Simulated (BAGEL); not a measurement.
# HF/def2-SVPD (density fitting with qzvpp-jkfit) run of BH3O3 (boric acid)

Aim: the energy change on altering one bond length of BH3O3 (boric acid) at HF/def2-SVPD (density fitting with qzvpp-jkfit), from 2 runs. 

The calculation is run with BAGEL 1.2.2.

4 further runs of the same task are left out: 4 set aside as unsound or not needed. Runs told in other sessions of the task aren't counted.

### 1 Starting point

BH3O3 has 7 atoms, charge 0, and is taken as a singlet. As SMILES, `OB(O)O`. The shape is that of a PBE0-D4/def2-TZVP optimisation. This is a higher conformer, about 20 kJ/mol above the lowest found by a separate search.

Bond lengths: O1–B2 1.367 Å, B2–O3 1.360 Å, B2–O4 1.376 Å, O1–H5 0.957 Å, O3–H6 0.959 Å, O4–H7 0.957 Å. Angles: O1–B2–O3 116.5°, O1–B2–O4 125.2°, O3–B2–O4 118.3°, B2–O1–H5 115.3°, B2–O3–H6 111.6°, B2–O4–H7 115.8°.

### 2 A single-point energy at HF/def2-SVPD (density fitting with qzvpp-jkfit)

File input.json:

```json
{ "bagel" : [

{
  "title" : "molecule",
  "basis" : "def2-svpd.json",
  "df_basis" : "qzvpp-jkfit",
  "angstrom" : true,
  "geometry" : [
    { "atom" : "O", "xyz" : [   -1.109700,    0.802600,    0.321900 ] },
    { "atom" : "B", "xyz" : [   -0.012200,   -0.006800,    0.228700 ] },
    { "atom" : "O", "xyz" : [    0.501200,   -0.469300,    1.400100 ] },
    { "atom" : "O", "xyz" : [    0.600700,   -0.381300,   -0.945400 ] },
    { "atom" : "H", "xyz" : [   -1.457400,    1.118600,   -0.511500 ] },
    { "atom" : "H", "xyz" : [    1.266800,   -1.028200,    1.254500 ] },
    { "atom" : "H", "xyz" : [    0.210500,   -0.035700,   -1.748300 ] }
  ]
},
{ "title" : "hf" },
{ "title" : "print", "file" : "orbitals.molden", "orbitals" : true }

]}
```

The basis set def2-SVPD is read from a file made from the Basis Set Exchange's data (not shown).

Command:

```sh
$ BAGEL_NUM_THREADS=1 BAGEL input.json > input.out
```

What it wrote:

```text
* using 1 threads per process

  ===============================================================
  ===============================================================

  *** Geometry ***

  { "atom" : "O", "xyz" : [     -2.097029,      1.516694,      0.608303 ] },
  { "atom" : "B", "xyz" : [     -0.023055,     -0.012850,      0.432180 ] },
  { "atom" : "O", "xyz" : [      0.947131,     -0.886848,      2.645806 ] },
  { "atom" : "O", "xyz" : [      1.135158,     -0.720553,     -1.786547 ] },
  { "atom" : "H", "xyz" : [     -2.754087,      2.113848,     -0.966595 ] },
  { "atom" : "H", "xyz" : [      2.393905,     -1.943016,      2.370661 ] },
  { "atom" : "H", "xyz" : [      0.397787,     -0.067463,     -3.303808 ] },

  Number of auxiliary basis functions:      360

  Since a DF basis is specified, we compute 2- and 3-index integrals:
    o Being stored without compression. Storage requirement is 0.037 GB

  Number of basis functions:      113
  Number of electrons      :       32

    * METHOD: MOLECULE                             0.25

  *** RHF ***

  === Nuclear Repulsion ===
   116.2296344745

      * DIIS with orbital gradients will be used.

  === RHF iteration (def2-svpd.json) ===
      0       -250.61490510          0.02577322           0.08
      1       -250.87892517          0.01791358           0.08
      2       -251.01535150          0.00155952           0.08
      3       -251.01675506          0.00028217           0.08
      4       -251.01679502          0.00013144           0.08
      5       -251.01680433          0.00002350           0.08
      6       -251.01680475          0.00000576           0.09
      7       -251.01680477          0.00000178           0.07
      8       -251.01680478          0.00000066           0.06
      9       -251.01680478          0.00000023           0.06
     10       -251.01680478          0.00000006           0.06
     11       -251.01680478          0.00000003           0.06
     12       -251.01680478          0.00000001           0.06
    * SCF iteration converged.

    * Permanent dipole moment:
           (    0.001603,    -0.088259,     1.258961) a.u.

    * METHOD: HF                                   1.17

    * METHOD: PRINT                                0.03

  ===============================================================
```

It took 1.8 s on 1 thread of Intel Xeon Platinum 8259CL at 2.50GHz (Skylake/Cascade Lake), shared host; peak memory 0.12 GiB.

### 3 The distorted shape, same level

File calc.json:

```json
{ "bagel" : [

{
  "title" : "molecule",
  "basis" : "def2-svpd.json",
  "df_basis" : "qzvpp-jkfit",
  "angstrom" : "true",
  "geometry" : [
    { "atom" : "O", "xyz" : [   -1.845169,    1.251993,    1.730799 ] },
    { "atom" : "B", "xyz" : [   -0.747669,    0.442593,    1.637599 ] },
    { "atom" : "O", "xyz" : [   -0.234269,   -0.019907,    2.808999 ] },
    { "atom" : "O", "xyz" : [    0.600700,   -0.381300,   -0.945400 ] },
    { "atom" : "H", "xyz" : [   -2.192869,    1.567993,    0.897399 ] },
    { "atom" : "H", "xyz" : [    0.531331,   -0.578807,    2.663399 ] },
    { "atom" : "H", "xyz" : [    0.210500,   -0.035700,   -1.748300 ] }
  ]
},
{ "title" : "hf" },
{ "title" : "print", "file" : "orbitals.molden", "orbitals" : "true" }

]}
```

The basis set def2-SVPD is read from a file made from the Basis Set Exchange's data (not shown).

Command:

```sh
$ BAGEL_NUM_THREADS=1 BAGEL calc.json > calc.out
```

What it wrote:

```text
* using 1 threads per process

  ===============================================================
  ===============================================================

  *** Geometry ***

  { "atom" : "O", "xyz" : [     -3.486864,      2.365924,      3.270736 ] },
  { "atom" : "B", "xyz" : [     -1.412890,      0.836380,      3.094614 ] },
  { "atom" : "O", "xyz" : [     -0.442704,     -0.037619,      5.308239 ] },
  { "atom" : "O", "xyz" : [      1.135158,     -0.720553,     -1.786547 ] },
  { "atom" : "H", "xyz" : [     -4.143922,      2.963077,      1.695838 ] },
  { "atom" : "H", "xyz" : [      1.004070,     -1.093787,      5.033095 ] },
  { "atom" : "H", "xyz" : [      0.397787,     -0.067463,     -3.303808 ] },

  Number of auxiliary basis functions:      360

  Since a DF basis is specified, we compute 2- and 3-index integrals:
    o Being stored without compression. Storage requirement is 0.037 GB

  Number of basis functions:      113
  Number of electrons      :       32

    * METHOD: MOLECULE                             0.27

  *** RHF ***

  === Nuclear Repulsion ===
    93.9097243075

      * DIIS with orbital gradients will be used.

  === RHF iteration (def2-svpd.json) ===
      0       -250.16835365          0.02939080           0.09
      1       -249.65982104          0.04457284           0.08
      2       -250.70310480          0.00856829           0.09
      3       -250.73938736          0.00159595           0.09
      4       -250.74178689          0.00064125           0.09
      5       -250.74230793          0.00033206           0.08
      6       -250.74249822          0.00016665           0.06
      7       -250.74255326          0.00004234           0.06
      8       -250.74255723          0.00001375           0.06
      9       -250.74255765          0.00000526           0.06
     10       -250.74255770          0.00000288           0.06
     11       -250.74255771          0.00000101           0.06
     12       -250.74255771          0.00000042           0.06
     13       -250.74255772          0.00000021           0.06
     14       -250.74255772          0.00000006           0.06
     15       -250.74255772          0.00000003           0.06
     16       -250.74255772          0.00000001           0.06
     17       -250.74255772          0.00000000           0.06
    * SCF iteration converged.

    * Permanent dipole moment:
           (    1.189227,    -0.790014,    -1.362472) a.u.

    * METHOD: HF                                   1.51

    * METHOD: PRINT                                0.03

  ===============================================================
```

It took 2.1 s on 1 thread of Intel Xeon Platinum 8259CL at 2.50GHz (Skylake/Cascade Lake), shared host; peak memory 0.13 GiB.

### 4 Outcome

At HF/def2-SVPD (density fitting with qzvpp-jkfit):

```
                                                         quantity          value
                                        first shape: total energy  -251.01680 Eh
                                       first shape: dipole moment         3.21 D
                                         first shape: HOMO energy      -13.77 eV
                                         first shape: LUMO energy        1.32 eV
                                       first shape: HOMO–LUMO gap       15.09 eV
                                    distorted shape: total energy  -250.74256 Eh
                                   distorted shape: dipole moment         5.02 D
                                     distorted shape: HOMO energy       -9.23 eV
                                     distorted shape: LUMO energy       -0.96 eV
                                   distorted shape: HOMO–LUMO gap        8.26 eV
energy change with the B2–O4 bond stretched from 1.376 to 3.028 Å       7.463 eV
```

**Reading.** With the B2–O4 bond stretched from 1.376 to 3.028 Å the energy rises by 7.46 eV (720 kJ/mol). The first shape isn't relaxed at this level, so the change isn't measured from a minimum. A restricted reference can't describe the breaking bond well at this length.
